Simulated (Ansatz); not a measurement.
**RhN (CsCl type): how the settings move a single-point run**

How sensitive is a single-point run of RhN (CsCl type) to its settings? A reference run comes first, then one run with altered input.

Computed with Ansatz 0.2.0 (reference: DFT, LDA, PAW with Ansatz's default frozen-core files, scalar-relativistic, unless a step's input says otherwise).

**1. The system as given**

The structure is cubic, space group Pm-3m (No. 221). Conventional cell: a = 2.655 Å, b = 2.655 Å, c = 2.655 Å, α = 90.00°, β = 90.00°, γ = 90.00°. Rh (site symmetry m-3m) is surrounded by 8 N at 2.30 Å. N (site symmetry m-3m) has 8 Rh at 2.30 Å in its first shell of neighbours.

Structure file:

```xyz
2
Lattice="2.6546 0.0000 0.0000 0.0000 2.6546 0.0000 0.0000 0.0000 2.6546" Properties=species:S:1:pos:R:3 pbc="T T T"
Rh    0.0000    0.0000    0.0000
N     1.3273    1.3273    1.3273
```

**2. Reference**

input.yaml reads:

```yaml
crystal:
  lattice:
    - [2.6546098163, 0.0, 0.0]
    - [0.0, 2.6546098163, 0.0]
    - [0.0, 0.0, 2.6546098163]
  atoms:
    - { symbol: Rh, position: [0.0, 0.0, 0.0] }
    - { symbol: "N", position: [0.5, 0.5, 0.5] }
kpoints:
  mp_grid: { grid: [15, 15, 15] }
  band_path:
    path:
      - [0.0, 0.0, 0.0]
      - [0.0, 0.5, 0.0]
      - [0.5, 0.5, 0.0]
      - [0.0, 0.0, 0.0]
      - [0.5, 0.5, 0.5]
      - [0.0, 0.5, 0.0]
      - [0.5, 0.5, 0.5]
      - [0.5, 0.5, 0.0]
    npoints: 8
scf:
  occupations: { method: fermi_dirac, width: 0.1 }
hamiltonian:
  xc: lda
  pseudopotentials: { kind: paw }
output:
  forces: true
  stress: true
  eigenvalues: true
  populations: true
  dos: { projected: true, de: 0.2, e_range: [-14, 8] }
```

On the command line:

```sh
$ ansatz run input.yaml --threads 1 --pin off --max-ram 2048MiB --backend cpu --events-out ev --progress --plain --runs-dir out
```

**3. Variant: chi_scale 0.3**

Edit input.yaml of step 2 so:

```diff
@@ -23,2 +23,3 @@
   occupations: { method: fermi_dirac, width: 0.1 }
+  initial_density: { chi_scale: 0.3 }
 hamiltonian:
@@ -31,2 +32,5 @@
   populations: true
-  dos: { projected: true, de: 0.2, e_range: [-14, 8] }
+  write_density: true
+  write_potential: true
+  elf: true
+  volumetric_format: npy
```

**Question.** What will these runs give? Wanted: for each run, ending; energy change; pressure; gap; force.

As calculated:

| run | ending | energy change | pressure (GPa) | gap (eV) | force (eV/Å) | cycles | time |
| --- | --- | --- | --- | --- | --- | --- | --- |
| reference | converged | 0 | 0.0 | 0.00 | 0.00 | 6 | 3.4 s |
| 1: chi_scale 0.3 | converged | 0.0 meV/atom | 0.0 | 0.00 | 0.00 | 7 | 3.8 s |

Times don't compare one to one where runs were asked for different outputs or read a saved state (see the inputs); cycles may leave out searches for a lower state.

Residual by cycle in the longest SCF loop of each run; runs are numbered as in the table. The quantity is the density residual dr2, in eV.

| cycle | reference | run 1 |
| --- | --- | --- |
| 1 | 0.0331 | 6.44 |
| 2 | 0.00928 | 3.35 |
| 3 | 3.5e-5 | 0.0253 |
| 4 | 2.3e-6 | 0.00452 |
| 5 | 4.5e-8 | 3.9e-5 |
| 6 | 2.7e-10 | 3.6e-7 |
| 7 | - | 2.4e-9 |

What this shows: With the changed start the energy agrees within 0.5 meV/atom. The reference has no spin polarisation; with Rh present, a magnetic state may lie lower.
